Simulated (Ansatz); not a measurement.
# CHGeO: the cost of one run

Program: Ansatz 0.2.0, Gaussian basis. Level of theory: cc-pVDZ, all electrons in the functionals, frozen cores in the correlation of double hybrids and RPA. These are calculated values, not measurements.

Plan: wB97M-V, B2PLYP, RPA-PBE, at charge 0, quartet; charge 0, doublet; charge 0, sextet; charge 1, triplet; charge 1, quintet; displaced geometry v1; displaced geometry v2.

22 further runs of the same task are left out: 11 that didn't finish, 11 set aside as unsound or not needed.

## Step 1: The geometry

The geometry is a PBE0/def2-TZVP stationary point (not a proven minimum). No spin-orbit coupling is included. The filled d shell of Ge may be among the frozen orbitals whatever the setting's name suggests; the logs give the count.

4 atoms, charge 0, spin multiplicity 4.

Atoms are counted from 1 here; the program's logs count them from 0.

Bond lengths: C1–Ge2 1.966 Å, Ge2–O3 1.786 Å, O3–H4 0.962 Å. Angles: C1–Ge2–O3 99.3°, Ge2–O3–H4 113.3°.

No dispersion term is added; wB97M-V holds VV10 nonlocal correlation.

The geometry shown and the zero of energy belong to the point charge 0, quartet. The yardstick, UCCSDT(Q), and other wave-function levels (R restricted, U unrestricted, valence and pair active spaces) come from earlier runs.

## Step 2: wB97M-V, charge 0, quartet

Contents of in.yaml:

```yaml
crystal:
  periodic: [false, false, false]
  atoms:
    - {symbol: C, position_ang: [0.000000, -1.033092, 1.493061]}
    - {symbol: Ge, position_ang: [0.000000, 0.334803, 0.081537]}
    - {symbol: O, position_ang: [0.000000, -0.729085, -1.353363]}
    - {symbol: H, position_ang: [0.000000, -0.245076, -2.185226]}
basis:
  gaussian: {orbitals: cc-pVDZ}
magnetization: {spin_polarized: true, initial_magnetization: 3}
hamiltonian: {xc: {name: wB97M-V}}
output: {forces: true, orbitals: {seedname: orbitals}}
```

Launch:

```
ansatz run in.yaml --threads 1 --pin off --events-out ev --progress --plain --max-ram 2393MiB
```

**Question.** How long does this run take on 1 thread of Arm Neoverse N1, shared host?

About 24 s.
